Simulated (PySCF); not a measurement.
# GaAlSiH4S (SMILES [AlH]1[SiH2][GaH][S]1) at r2SCAN/cc-pVDZ

What is the vertical ionisation energy of GaAlSiH4S at r2SCAN/cc-pVDZ? 

Program for the calculation: PySCF 2.14.0.

## (1) The structure to begin with

GaAlSiH4S has 8 atoms, charge 0, and is taken as a singlet. SMILES: `[AlH]1[SiH2][GaH][S]1`. The shape is that of a PBE0-D4/def2-TZVP optimisation.

Bond lengths: Al1–Si2 2.440 Å, Si2–Ga3 2.413 Å, Al1–S4 2.193 Å, Ga3–S4 2.250 Å, Al1–H5 1.584 Å, Si2–H6 1.491 Å, Si2–H7 1.492 Å, Ga3–H8 1.565 Å. Some angles: Al1–Si2–Ga3 77.4°, Si2–Al1–S4 98.5°, Si2–Ga3–S4 97.8°, Al1–S4–Ga3 86.1°, Al1–Si2–H6 121.0°, Al1–Si2–H7 117.3°, Ga3–Si2–H6 116.6°, Ga3–Si2–H7 113.3°, Si2–Al1–H5 139.1°, S4–Al1–H5 122.4°.

## (2) The energy at r2SCAN/cc-pVDZ

The input, calc.py:

```python
# [AlH]1[SiH2][GaH][S]1
from pyscf import gto, dft

molecule = gto.M(
    atom=[
    ('Al', (-0.483600, 1.052000, -1.188900)),
    ('Si', (0.923200, 0.467700, 0.717000)),
    ('Ga', (-0.462100, -1.492100, 0.464300)),
    ('S', (-1.590500, -0.832700, -1.366800)),
    ('H', (-0.745600, 2.283300, -2.150500)),
    ('H', (0.810900, 1.203700, 2.008300)),
    ('H', (2.367700, 0.209100, 0.448800)),
    ('H', (-0.819900, -2.891000, 1.067800)),
],
    max_memory=1860,
    basis='cc-pvdz',
    charge=0,
    verbose=4,
)

ks = dft.RKS(molecule)
ks.xc = 'r2scan'
ks.grids.level = 6
ks.conv_tol = 1e-10
ks.kernel()
if not ks.converged:
    ks = ks.newton().run(ks.mo_coeff, ks.mo_occ)

etot = ks.e_tot
print(f'total energy: {etot:.8f} hartree')
```

The run is started by

```sh
OMP_NUM_THREADS=1 python calc.py
```

Output:

```text
PySCF version 2.14.0

[INPUT] num. atoms = 8
[INPUT] num. electrons = 78
[INPUT] charge = 0
[INPUT] spin (= nelec alpha-beta = 2S) = 0
[INPUT] symmetry False subgroup None
[INPUT] Mole.unit = angstrom
[INPUT] Symbol           X                Y                Z      unit          X                Y                Z       unit  Magmom
[INPUT]  1 Al    -0.483600000000   1.052000000000  -1.188900000000 AA   -0.913871553840   1.987991883042  -2.246695389495 Bohr   0.0
[INPUT]  2 Si     0.923200000000   0.467700000000   0.717000000000 AA    1.744595158198   0.883824908459   1.354933631313 Bohr   0.0
[INPUT]  3 Ga    -0.462100000000  -1.492100000000   0.464300000000 AA   -0.873242442162  -2.819660350464   0.877399839636 Bohr   0.0
[INPUT]  4 S     -1.590500000000  -0.832700000000  -1.366800000000 AA   -3.005609401121  -1.573574943925  -2.582877667056 Bohr   0.0
[INPUT]  5 H     -0.745600000000   2.283300000000  -2.150500000000 AA   -1.408979798476   4.314811660219  -4.063856030877 Bohr   0.0
[INPUT]  6 H      0.810900000000   1.203700000000   2.008300000000 AA    1.532378914410   2.274663336139   3.795136975964 Bohr   0.0
[INPUT]  7 H      2.367700000000   0.209100000000   0.448800000000 AA    4.474304545133   0.395141732647   0.848109084705 Bohr   0.0
[INPUT]  8 H     -0.819900000000  -2.891000000000   1.067800000000 AA   -1.549386449531  -5.463198226118   2.017849555811 Bohr   0.0

nuclear repulsion = 462.765560718528
number of shells = 33
number of NR pGTOs = 228
number of NR cGTOs = 101
basis = cc-pvdz
ecp = {}

******** <class 'pyscf.dft.rks.RKS'> ********
method = RKS
initial guess = minao
damping factor = 0
level_shift factor = 0
DIIS = <class 'pyscf.scf.diis.CDIIS'>
diis_start_cycle = 1
diis_space = 8
diis_damp = 0
SCF conv_tol = 1e-10
SCF conv_tol_grad = None
SCF max_cycles = 50
direct_scf = True
direct_scf_tol = 1e-13
XC library pyscf.dft.libxc version 7.0.0
    S. Lehtola, C. Steigemann, M. J.T. Oliveira, and M. A.L. Marques.,  SoftwareX 7, 1–5 (2018)
XC functionals = r2scan
    J. W. Furness, A. D. Kaplan, J. Ning, J. P. Perdew, and J. Sun.,  J. Phys. Chem. Lett. 11, 8208-8215 (2020)
    J. W. Furness, A. D. Kaplan, J. Ning, J. P. Perdew, and J. Sun.,  J. Phys. Chem. Lett. 11, 9248-9248 (2020)
    J. W. Furness, A. D. Kaplan, J. Ning, J. P. Perdew, and J. Sun.,  J. Phys. Chem. Lett. 11, 8208-8215 (2020)
    J. W. Furness, A. D. Kaplan, J. Ning, J. P. Perdew, and J. Sun.,  J. Phys. Chem. Lett. 11, 9248-9248 (2020)
radial grids:
    Treutler-Ahlrichs [JCP 102, 346 (1995); DOI:10.1063/1.469408] (M4) radial grids

becke partition: Becke, JCP 88, 2547 (1988); DOI:10.1063/1.454033
pruning grids: <function nwchem_prune>
grids dens level: 6
symmetrized grids: False
atomic radii adjust function: <function treutler_atomic_radii_adjust>
small_rho_cutoff = 0
Set gradient conv threshold to 1e-05
Initial guess from minao.
tot grids = 391096
init E= -2856.9600505144
  HOMO = -0.25469656952655  LUMO = -0.120359109114363  gap/eV = 3.65551
cycle= 1 E= -2857.26030600086  delta_E= -0.3  |g|= 0.392  |ddm|= 2.23
  HOMO = -0.195972985115842  LUMO = -0.0945792407896571  gap/eV = 2.75906
cycle= 2 E= -2857.11125935377  delta_E= 0.149  |g|= 0.719  |ddm|= 1.14
  HOMO = -0.216242322886036  LUMO = -0.0921601507179437  gap/eV = 3.37645
cycle= 3 E= -2857.30222066555  delta_E= -0.191  |g|= 0.131  |ddm|= 0.89
  HOMO = -0.228896751925553  LUMO = -0.0935171101862662  gap/eV = 3.68387
cycle= 4 E= -2857.30974197415  delta_E= -0.00752  |g|= 0.0301  |ddm|= 0.22
  HOMO = -0.228662979452194  LUMO = -0.0949046320889924  gap/eV = 3.63975
cycle= 5 E= -2857.31008213064  delta_E= -0.00034  |g|= 0.0104  |ddm|= 0.0574
  HOMO = -0.228679538301998  LUMO = -0.0944818223632011  gap/eV = 3.65171
cycle= 6 E= -2857.31013300145  delta_E= -5.09e-05  |g|= 0.00258  |ddm|= 0.018
  HOMO = -0.228585273637329  LUMO = -0.094528234571396  gap/eV = 3.64788
cycle= 7 E= -2857.31013581891  delta_E= -2.82e-06  |g|= 0.000833  |ddm|= 0.00385
  HOMO = -0.228523485212529  LUMO = -0.0944703013195571  gap/eV = 3.64777
cycle= 8 E= -2857.31013614722  delta_E= -3.28e-07  |g|= 0.000106  |ddm|= 0.00129
  HOMO = -0.228518221839253  LUMO = -0.0944619514846718  gap/eV = 3.64786
cycle= 9 E= -2857.31013615111  delta_E= -3.89e-09  |g|= 4.25e-05  |ddm|= 0.000186
  HOMO = -0.228524100942322  LUMO = -0.0944673097131763  gap/eV = 3.64787
cycle= 10 E= -2857.3101361519  delta_E= -7.94e-10  |g|= 9.95e-06  |ddm|= 6.19e-05
  HOMO = -0.228523453383224  LUMO = -0.0944668848576455  gap/eV = 3.64787
cycle= 11 E= -2857.31013615193  delta_E= -3.09e-11  |g|= 1.06e-06  |ddm|= 1.37e-05
  HOMO = -0.228523760067393  LUMO = -0.0944669995766496  gap/eV = 3.64787
Extra cycle  E= -2857.31013615192  delta_E= 8.64e-12  |g|= 1.46e-06  |ddm|= 3.36e-06
converged SCF energy = -2857.31013615192
total energy: -2857.31013615 hartree
```

It took 74 s on 1 thread of Arm Neoverse V2, shared host; peak memory 0.55 GiB.

## (3) The doublet cation at the same level

The input, input.py:

```python
from pyscf import gto, dft

mol = gto.M(
    atom=[
    ('Al', (-0.483600, 1.052000, -1.188900)),
    ('Si', (0.923200, 0.467700, 0.717000)),
    ('Ga', (-0.462100, -1.492100, 0.464300)),
    ('S', (-1.590500, -0.832700, -1.366800)),
    ('H', (-0.745600, 2.283300, -2.150500)),
    ('H', (0.810900, 1.203700, 2.008300)),
    ('H', (2.367700, 0.209100, 0.448800)),
    ('H', (-0.819900, -2.891000, 1.067800)),
],
    charge=1,
    verbose=4,
    spin=1,
    max_memory=1860,
    basis='cc-pvdz',
)

myscf = dft.UKS(mol, xc='r2scan')
myscf.grids.level = 6
myscf.conv_tol = 1e-10
myscf.kernel()
if not myscf.converged:
    myscf = myscf.newton().run(myscf.mo_coeff, myscf.mo_occ)

energy = myscf.e_tot
print('E(%s) = %.9f' % ('R2SCAN', energy))
```

The run is started by

```sh
OMP_NUM_THREADS=1 python input.py
```

Output:

```text
PySCF version 2.14.0

[INPUT] num. atoms = 8
[INPUT] num. electrons = 77
[INPUT] charge = 1
[INPUT] spin (= nelec alpha-beta = 2S) = 1
[INPUT] symmetry False subgroup None
[INPUT] Mole.unit = angstrom
[INPUT] Symbol           X                Y                Z      unit          X                Y                Z       unit  Magmom
[INPUT]  1 Al    -0.483600000000   1.052000000000  -1.188900000000 AA   -0.913871553840   1.987991883042  -2.246695389495 Bohr   0.0
[INPUT]  2 Si     0.923200000000   0.467700000000   0.717000000000 AA    1.744595158198   0.883824908459   1.354933631313 Bohr   0.0
[INPUT]  3 Ga    -0.462100000000  -1.492100000000   0.464300000000 AA   -0.873242442162  -2.819660350464   0.877399839636 Bohr   0.0
[INPUT]  4 S     -1.590500000000  -0.832700000000  -1.366800000000 AA   -3.005609401121  -1.573574943925  -2.582877667056 Bohr   0.0
[INPUT]  5 H     -0.745600000000   2.283300000000  -2.150500000000 AA   -1.408979798476   4.314811660219  -4.063856030877 Bohr   0.0
[INPUT]  6 H      0.810900000000   1.203700000000   2.008300000000 AA    1.532378914410   2.274663336139   3.795136975964 Bohr   0.0
[INPUT]  7 H      2.367700000000   0.209100000000   0.448800000000 AA    4.474304545133   0.395141732647   0.848109084705 Bohr   0.0
[INPUT]  8 H     -0.819900000000  -2.891000000000   1.067800000000 AA   -1.549386449531  -5.463198226118   2.017849555811 Bohr   0.0

nuclear repulsion = 462.765560718528
number of shells = 33
number of NR pGTOs = 228
number of NR cGTOs = 101
basis = cc-pvdz
ecp = {}

******** <class 'pyscf.dft.uks.UKS'> ********
method = UKS
initial guess = minao
damping factor = 0
level_shift factor = 0
DIIS = <class 'pyscf.scf.diis.CDIIS'>
diis_start_cycle = 1
diis_space = 8
diis_damp = 0
SCF conv_tol = 1e-10
SCF conv_tol_grad = None
SCF max_cycles = 50
direct_scf = True
direct_scf_tol = 1e-13
number electrons alpha = 39  beta = 38
XC library pyscf.dft.libxc version 7.0.0
    S. Lehtola, C. Steigemann, M. J.T. Oliveira, and M. A.L. Marques.,  SoftwareX 7, 1–5 (2018)
XC functionals = r2scan
    J. W. Furness, A. D. Kaplan, J. Ning, J. P. Perdew, and J. Sun.,  J. Phys. Chem. Lett. 11, 8208-8215 (2020)
    J. W. Furness, A. D. Kaplan, J. Ning, J. P. Perdew, and J. Sun.,  J. Phys. Chem. Lett. 11, 9248-9248 (2020)
    J. W. Furness, A. D. Kaplan, J. Ning, J. P. Perdew, and J. Sun.,  J. Phys. Chem. Lett. 11, 8208-8215 (2020)
    J. W. Furness, A. D. Kaplan, J. Ning, J. P. Perdew, and J. Sun.,  J. Phys. Chem. Lett. 11, 9248-9248 (2020)
radial grids:
    Treutler-Ahlrichs [JCP 102, 346 (1995); DOI:10.1063/1.469408] (M4) radial grids

becke partition: Becke, JCP 88, 2547 (1988); DOI:10.1063/1.454033
pruning grids: <function nwchem_prune>
grids dens level: 6
symmetrized grids: False
atomic radii adjust function: <function treutler_atomic_radii_adjust>
small_rho_cutoff = 0
Set gradient conv threshold to 1e-05
tot grids = 391096
init E= -2856.9600505144
[... the frontier-level lines of each cycle are left out ...]


cycle= 1 E= -2856.9002495522  delta_E= 0.0598  |g|= 0.345  |ddm|= 1.58
cycle= 2 E= -2855.97157738973  delta_E= 0.929  |g|= 1.05  |ddm|=  1.4
cycle= 3 E= -2856.96943136954  delta_E= -0.998  |g|= 0.154  |ddm|= 1.21
cycle= 4 E= -2856.98834032816  delta_E= -0.0189  |g|= 0.0552  |ddm|= 0.287
cycle= 5 E= -2856.99014956682  delta_E= -0.00181  |g|= 0.032  |ddm|= 0.14
cycle= 6 E= -2856.99117343853  delta_E= -0.00102  |g|= 0.0111  |ddm|= 0.0695
cycle= 7 E= -2856.99129929977  delta_E= -0.000126  |g|= 0.00508  |ddm|= 0.0253
cycle= 8 E= -2856.99132827367  delta_E= -2.9e-05  |g|= 0.00182  |ddm|= 0.00911
cycle= 9 E= -2856.99133255925  delta_E= -4.29e-06  |g|= 0.000772  |ddm|= 0.0039
cycle= 10 E= -2856.99133346148  delta_E= -9.02e-07  |g|= 0.000368  |ddm|= 0.00207
cycle= 11 E= -2856.99133361906  delta_E= -1.58e-07  |g|= 0.000295  |ddm|= 0.00111
cycle= 12 E= -2856.99133371124  delta_E= -9.22e-08  |g|= 0.000115  |ddm|= 0.00051
cycle= 13 E= -2856.99133373072  delta_E= -1.95e-08  |g|= 4.82e-05  |ddm|= 0.000427
cycle= 14 E= -2856.99133373263  delta_E= -1.91e-09  |g|= 2.87e-05  |ddm|= 7.37e-05
cycle= 15 E= -2856.99133373392  delta_E= -1.29e-09  |g|= 7.77e-06  |ddm|= 0.00012
cycle= 16 E= -2856.99133373403  delta_E= -1.07e-10  |g|= 4.25e-06  |ddm|= 2.08e-05
cycle= 17 E= -2856.99133373404  delta_E= -1.27e-11  |g|= 2.51e-06  |ddm|= 1.57e-05
Extra cycle  E= -2856.99133373401  delta_E= 2.96e-11  |g|= 4.75e-06  |ddm|= 9.42e-06
converged SCF energy = -2856.99133373401  <S^2> = 0.76322855  2S+1 = 2.0131851
E(R2SCAN) = -2856.991333734
```

It took 3.3 min on 1 thread of Arm Neoverse V2, shared host; peak memory 0.58 GiB.

## (4) Summary of results

Level: r2SCAN/cc-pVDZ.

| quantity | value |
| --- | --- |
| singlet GaAlSiH4S: total energy | -2857.31014 Eh |
| singlet GaAlSiH4S: dipole moment | 1.47 D |
| singlet GaAlSiH4S: HOMO energy | -6.22 eV |
| singlet GaAlSiH4S: LUMO energy | -2.57 eV |
| singlet GaAlSiH4S: HOMO–LUMO gap | 3.65 eV |
| doublet cation: total energy | -2856.99133 Eh |
| doublet cation: HOMO energy (highest over α and β) | -11.65 eV |
| doublet cation: LUMO energy (lowest over α and β) | -11.06 eV |
| doublet cation: ⟨S²⟩ | 0.763 |
| vertical ionisation energy (to the doublet cation) | 8.675 eV |

What this shows: Removing an electron at fixed nuclei costs 8.68 eV (837 kJ/mol). −ε(HOMO) before ionisation, 6.22 eV, is 2.46 eV below this ionisation energy. Mulliken charges (doublet cation) run from -0.17 on S4 to +0.51 on Al1; they depend strongly on the basis.
